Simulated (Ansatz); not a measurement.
# BrFGaH: small, medium and large basis sets

How large a basis does BrFGaH need? Two functionals are run in growing sets.

Method: one geometry, several basis sets; program: Ansatz 0.2.0, Gaussian basis.

Plan: PBE0-D4/def2-SVP; ωB97M-V/def2-SVP; PBE0-D4/def2-QZVPP; ωB97M-V/def2-QZVPP; the functionals' def2-TZVPP values are taken from earlier runs.

## Step 1: The relaxed structure

The geometry comes from an earlier relaxation with PBE0-D4 in a triple-zeta def2 set; it is a stationary point.

SMILES `[F][GaH][Br]`, 4 atoms, charge 0, spin multiplicity 1.

Atoms are counted from 1 here; the program's logs count them from 0.

Bond lengths: F1–Ga2 1.745 Å, Ga2–Br3 2.265 Å, Ga2–H4 1.543 Å. Angles: F1–Ga2–Br3 113.7°, F1–Ga2–H4 120.1°, Br3–Ga2–H4 126.2°.

## Step 2: PBE0-D4 in def2-SVP

in.yaml

```yaml
crystal:
  periodic: [false, false, false]
  atoms:
    - {symbol: F, position_ang: [-1.669934, -0.445230, 0.074395]}
    - {symbol: Ga, position_ang: [-0.035352, 0.145830, -0.083226]}
    - {symbol: Br, position_ang: [1.530975, -1.293322, 0.695877]}
    - {symbol: H, position_ang: [0.229813, 1.532322, -0.707346]}
basis:
  gaussian: {orbitals: def2-SVP}
hamiltonian: {xc: pbe0, dispersion: d4}
output: {orbitals: {seedname: orbitals}}
```

The runs that follow: ωB97M-V in def2-SVP; PBE0-D4 in def2-QZVPP; ωB97M-V in def2-QZVPP.

Q: Predict the results of all the runs planned. Wanted: PBE0-D4: double and triple zeta above quadruple; ωB97M-V: double and triple zeta above quadruple.

**Answer**, as computed:

| quantity | value |
| --- | --- |
| PBE0-D4: double and triple zeta above quadruple | 21.47, 2.79 eV |
| ωB97M-V: double and triple zeta above quadruple | 21.36, 2.68 eV |

For PBE0-D4 the step from double to triple zeta gains 18.68 eV and the next only 2.79 eV. Total energies overstate the basis error of differences, where much of it tends to cancel.
